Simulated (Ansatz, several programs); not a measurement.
SiO2 (from a published structure), relaxed with PBE in Ansatz (plane waves, PAW): the symmetry is P4_12_12 (No. 92, tetragonal); conventional cell a = 5.084 Å, c = 7.101 Å, 15.29 Å³ an atom. Si has 4 O at 1.62–1.63 Å; O has 2 Si at 1.62–1.63 Å. The cell was then scaled with its shape and fractional coordinates held, which makes it stiffer than a relaxed compression. Spin-unpolarised calculation; the starting structure is a published one, and the numbers are computed.

```csv
V (Å³/atom),E (meV/atom)
14.375,29.76
15.293,0.00
15.752,6.36
16.211,24.31
```

Question: Pass a cubic E = c₀ + c₁u + c₂u² + c₃u³, with u = V − 15.408 Å³, through these points.

Answer: c₀ = 0.40, c₁ = +7.078, c₂ = 30.934, c₃ = -3.3220 (meV and Å³).

Question: Where is the minimum, and what bulk modulus follows?

Answer: dE/du = 0 at u = -0.112, so V₀ = 15.30 Å³. B = V₀ d²E/dV² = 15.30 × (2c₂ + 6c₃u) = 15.30 × 64.109 = 981 meV/Å³, and 1 meV/Å³ is 0.16022 GPa: 157 GPa. A third-order Birch-Murnaghan fit to all five points gives 15.29 Å³ and 156 GPa.

Question: Predict the energy and the pressure at the withheld volume, 14.834 Å³.

Answer: With u = -0.574: E ≈ 7.16 meV and P = −dE/dV ≈ +5.08 GPa. The run gives 7.02 meV and, from its stress, +5.05 GPa.
